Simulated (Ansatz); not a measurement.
**C2H4ClNOSi: one species, many methods**

How much do the methods differ for C2H4ClNOSi? The plan is to run it at one geometry with functionals of several rungs and with coupled cluster. The yardstick is the atomisation energy at the CCSD(T) limit.

Computed with Ansatz 0.2.0, Gaussian basis. Level: functionals in def2-TZVPP, the program's frozen cores in correlated methods.

Levels to be run: LDA (SPW92), PBE-D4, revPBE-D4, BLYP-D4, r2SCAN-D4, B97M-V, PBE0-D4, B3LYP-D4, r2SCANh-D4, r2SCAN0-D4, HSE06-D4, BHLYP-D4, CAM-B3LYP-D4, LC-ωPBE, ωB97X-V, ωB97M-V, B2PLYP, PBE-QIDH; CCSD(T)/def2-SVP; CCSD(T)/def2-TZVPP; MP2/def2-QZVPP; extrapolation to the limit; RPA on PBE.

**1. Structure used throughout**

All runs share one geometry, relaxed beforehand with PBE0-D4 in a triple-zeta def2 set.

SMILES `C[SiH](Cl)N=C=O`, 10 atoms, charge 0, spin multiplicity 1.

Atoms are counted from 1 here; the program's logs count them from 0.

Bond lengths: C1–Si2 1.845 Å, C1–H7 1.092 Å, C1–H8 1.093 Å, C1–H9 1.092 Å, Si2–Cl3 2.055 Å, Si2–N4 1.707 Å, Si2–H10 1.478 Å, N4–C5 1.197 Å, C5–O6 1.162 Å. Angles: Si2–C1–H7 110.6°, Si2–C1–H8 110.1°, Si2–C1–H9 110.4°, H7–C1–H8 108.6°, H7–C1–H9 108.5°, H8–C1–H9 108.6°, C1–Si2–Cl3 109.8°, C1–Si2–N4 109.6°, C1–Si2–H10 113.1°, Cl3–Si2–N4 109.0°, Cl3–Si2–H10 107.2°, N4–Si2–H10 108.0°, Si2–N4–C5 155.4°, N4–C5–O6 177.4°.

**2. LDA**

This LDA is Slater exchange with PW92 correlation.

Contents of in.yaml:

```yaml
crystal:
  periodic: [false, false, false]
  atoms:
    - {symbol: C, position_ang: [0.096194, -1.622628, -0.048055]}
    - {symbol: Si, position_ang: [0.688652, 0.124976, -0.063637]}
    - {symbol: Cl, position_ang: [1.227465, 0.660716, -1.972529]}
    - {symbol: N, position_ang: [-0.561566, 1.157062, 0.470688]}
    - {symbol: C, position_ang: [-1.236305, 2.145145, 0.458631]}
    - {symbol: O, position_ang: [-1.919572, 3.084948, 0.486106]}
    - {symbol: H, position_ang: [-0.761847, -1.742415, -0.712711]}
    - {symbol: H, position_ang: [-0.204390, -1.908458, 0.963091]}
    - {symbol: H, position_ang: [0.888581, -2.296922, -0.379738]}
    - {symbol: H, position_ang: [1.865987, 0.346476, 0.801354]}
basis:
  gaussian: {orbitals: def2-TZVPP}
hamiltonian: {xc: lda}
output: {orbitals: {seedname: orbitals}}
```

Further steps of the session: PBE-D4 (GGA); revPBE-D4 (GGA); BLYP-D4 (GGA); r2SCAN-D4 (meta-GGA); B97M-V (meta-GGA); PBE0-D4 (hybrid); B3LYP-D4 (hybrid); r2SCANh-D4 (hybrid); r2SCAN0-D4 (hybrid); HSE06-D4 (hybrid); BHLYP-D4 (hybrid); CAM-B3LYP-D4 (range-separated); LC-ωPBE-D4 (range-separated); ωB97X-V (range-separated); ωB97M-V (range-separated); B2PLYP (double hybrid); PBE-QIDH (double hybrid); CCSD(T) in def2-SVP; CCSD(T) in def2-TZVPP; MP2 in def2-QZVPP; RPA on PBE orbitals.

**Question.** What will the summary of the whole plan be? Wanted: atomisation energy, CCSD(T)/CBS; farthest beyond LDA; mean size of error, GGA; mean size of error, meta-GGA; mean size of error, hybrid; mean size of error, range-separated; mean size of error, double hybrid; gap, smallest and largest; T1 diagnostic.

The runs gave:

| quantity | value |
| --- | --- |
| atomisation energy, CCSD(T)/CBS | 4137.6 kJ/mol |
| functionals within 20.7 kJ/mol (0.5 %) | B3LYP-D4, r2SCANh-D4, LC-ωPBE, PBE-QIDH |
| farthest beyond LDA | PBE-D4 (+146.9 kJ/mol) |
| mean size of error, GGA | 71.9 kJ/mol |
| mean size of error, meta-GGA | 41.4 kJ/mol |
| mean size of error, hybrid | 48.2 kJ/mol |
| mean size of error, range-separated | 24.3 kJ/mol |
| mean size of error, double hybrid | 16.0 kJ/mol |
| gap, smallest and largest | 6.26 eV (LDA (SPW92)), 13.74 eV (LC-ωPBE) |
| T1 diagnostic | 0.0136 |
| triples share of the correlation energy | 4.4 % |

In words: LDA overbinds by 663.3 kJ/mol (16 %). PBE-D4 misses by +146.9 kJ/mol. Double hybrids carry the basis error of their MP2 part in triple zeta, and no dispersion term here, so their miss is partly the set-up's. Taken by rung, double hybrid functionals do best (16.0 kJ/mol on average) and GGA ones worst beyond LDA (71.9 kJ/mol). The gap between the best rungs is small, so their order is not settled. The reference freezes the cores and leaves out relativity and excitations past (T), so misses under about 20.7 kJ/mol can't be ranked. Hartree-Fock recovers 71 % of the binding; the rest is correlation. CCSD(T) in def2-SVP is off by -258.6 kJ/mol, more than most functionals: a good method in a small basis is no reference. Orbital gaps span 6.3 to 13.7 eV; exact exchange widens them.
